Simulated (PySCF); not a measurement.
# SnI⁺: basis, grid and Hamiltonian

Aim: see how much the energy and properties of SnI⁺ depend on the numerical set-up.

Computed with PySCF 2.14.0. Level: method and basis as typed in the scripts.

2 further runs of the same task are left out: 1 for a known fault of the program, 1 that didn't finish.

## (1) The system as given

SnI⁺: 2 atoms, charge 1, spin multiplicity 1.

Bond lengths: Sn1–I2 2.898 Å.

## (2) The run that the others are compared with

The input, input.py:

```python
from pyscf import gto, scf, mcscf

mol = gto.M(
    atom='Sn 0 0 0; I 0 0 2.898',
    basis='lanl2dz',
    ecp={'Sn': 'lanl2dz', 'I': 'lanl2dz'},
    charge=1,
    spin=0,
    verbose=4,
)
mf = scf.RHF(mol)
mf.kernel()
mc = mcscf.CASCI(mf, 5, 6)
mc.kernel()
mc.analyze()
mf.dip_moment()
print('orbital energies (hartree):', mf.mo_energy[..., max(0, mol.nelec[1]-3):mol.nelec[0]+3].round(4))
```

The run is started by

```console
python input.py
```

Its log is not repeated here.

Base result: E(SCF) = -14.174524 Eh, 8 cycles, E(CAS) − E(SCF) = -0.00653 Eh.

The bond length is a typed value, not an optimised one. The dipole of an ion depends on the origin.

## (3) Crenbl

Run 1 changes basis set: lanl2dz → crenbl. The core potential changes with it: totals don't compare.

The input, input.py:

```python
from pyscf import gto, scf, mcscf

mol = gto.M(
    atom='Sn 0 0 0; I 0 0 2.898',
    basis='crenbl',
    ecp={'Sn': 'crenbl', 'I': 'crenbl'},
    charge=1,
    spin=0,
    verbose=4,
)
mf = scf.RHF(mol)
mf.kernel()
mc = mcscf.CASCI(mf, 5, 6)
mc.kernel()
mc.analyze()
mf.dip_moment()
print('orbital energies (hartree):', mf.mo_energy[..., max(0, mol.nelec[1]-3):mol.nelec[0]+3].round(4))
```

The run is started by

```console
python input.py
```

## (4) Sto-3g (core potential off)

Run 2 changes basis set: lanl2dz → sto-3g; core potential: on → off. The core potential changes with it: totals don't compare.

input.py, as its differences from that of step 2:

```diff
@@ -4,4 +4,3 @@
     atom='Sn 0 0 0; I 0 0 2.898',
-    basis='lanl2dz',
-    ecp={'Sn': 'lanl2dz', 'I': 'lanl2dz'},
+    basis='sto-3g',
     charge=1,
```

**Question.** What will these runs give? Wanted: for each run, E(SCF); from base; gap; after the SCF.

The runs gave:

```
                        run  E(SCF) (hartree)  from base (eV)  cycles  gap (eV)  functions                after the SCF
                       base        -14.174524               0       8      8.11         16  CASCI correlation -0.178 eV
                     crenbl       -177.236933  not comparable      11      8.34         64  CASCI correlation -0.139 eV
sto-3g (core potential off)     -12813.840567  not comparable       8      8.80         54  CASCI correlation -0.180 eV
```

In words: Total energies from different bases, Hamiltonians or methods carry different errors, so properties are taken as differences within one set-up.
